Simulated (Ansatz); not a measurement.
**Cs2CdSi: a trial structure relaxed**

Where does this trial cell of Cs2CdSi go when cell and atoms are let free?

Computed with Ansatz 0.2.0 (DFT PBE, scalar-relativistic, plane waves, PAW, unless a step's input says otherwise).

1 further run of the same task is left out (it didn't finish).

## (1) Starting point

Symmetry: P4/mmm, No. 123, tetragonal system. The conventional cell has a = 6.358 Å, b = 6.358 Å, c = 4.141 Å, α = 90.00°, β = 90.00°, γ = 90.00°. Cs (site symmetry mmm) has 2 Cd at 3.18 Å and 4 Si at 3.79 Å as nearest neighbours. Cd (site symmetry 4/mmm) is surrounded by 4 Cs at 3.18 Å. Si (site symmetry 4/mmm) is surrounded by 8 Cs at 3.79 Å.

Coordinates:

```cif
data_structure
_symmetry_space_group_name_H-M 'P 1'
_symmetry_Int_Tables_number 1
_cell_length_a 6.3581
_cell_length_b 6.3581
_cell_length_c 4.1414
_cell_angle_alpha 90.000
_cell_angle_beta 90.000
_cell_angle_gamma 90.000
_cell_volume 167.42
loop_
_atom_site_label
_atom_site_type_symbol
_atom_site_fract_x
_atom_site_fract_y
_atom_site_fract_z
_atom_site_occupancy
Cs1 Cs 0.00000 0.50000 0.50000 1
Cs2 Cs 0.50000 0.00000 0.50000 1
Cd1 Cd 0.50000 0.50000 0.50000 1
Si1 Si 0.00000 0.00000 0.00000 1
```

A structure generator made this guess: random cell by space group and Wyckoff sites (P4/mmm, No. 123). The dimensions are guesses.

## (2) A first look at the guess

The input, input.yaml:

```yaml
crystal:
  lattice:
    - [6.35807474, 0.0, 0.0]
    - [0.0, 6.35807474, 0.0]
    - [0.0, 0.0, 4.14142767]
  atoms:
    - { symbol: Cs, position: [0.0, 0.5, 0.5] }
    - { symbol: Cs, position: [0.5, 0.0, 0.5] }
    - { symbol: Cd, position: [0.5, 0.5, 0.5] }
    - { symbol: Si, position: [0.0, 0.0, 0.0] }
basis:
  ecutwfc: 420
kpoints:
  mp_grid: { grid: [4, 4, 4] }
hamiltonian:
  xc: pbe
scf:
  occupations: { method: gaussian, width: 0.1 }
  lower_state_search: "off"
output:
  forces: true
  stress: true
  eigenvalues: true
```

Launch:

```console
> ansatz run input.yaml --threads 1 --pin off --max-ram 2048MiB --backend cpu --events-out ev --progress --plain --runs-dir out
```

The session goes on with these runs: coarse relaxation; another rough relaxation; relaxation on the finer mesh.

**Question.** What will these runs give? Wanted: conventional cell; volume; energy over the elements; gap on the mesh.

**Answer**, as computed:

| quantity | value |
| --- | --- |
| symmetry at the end (tolerance 0.05 Å) | space group P4/mmm (No. 123) |
| conventional cell | a = 7.170 Å, b = 7.170 Å, c = 3.606 Å, α = 90.00°, β = 90.00°, γ = 90.00° |
| volume | 46.34 Å³/atom |
| energy over the elements | +0.54 eV/atom |
| gap on the mesh | none (metal) |

In words: The space group P4/mmm (No. 123) is kept, and the volume per atom grows by 10.7 % from the first guess. With a positive formation energy it can't be a ground state. No finished test with a distortion of lower symmetry is shown, so the end may be a saddle point.
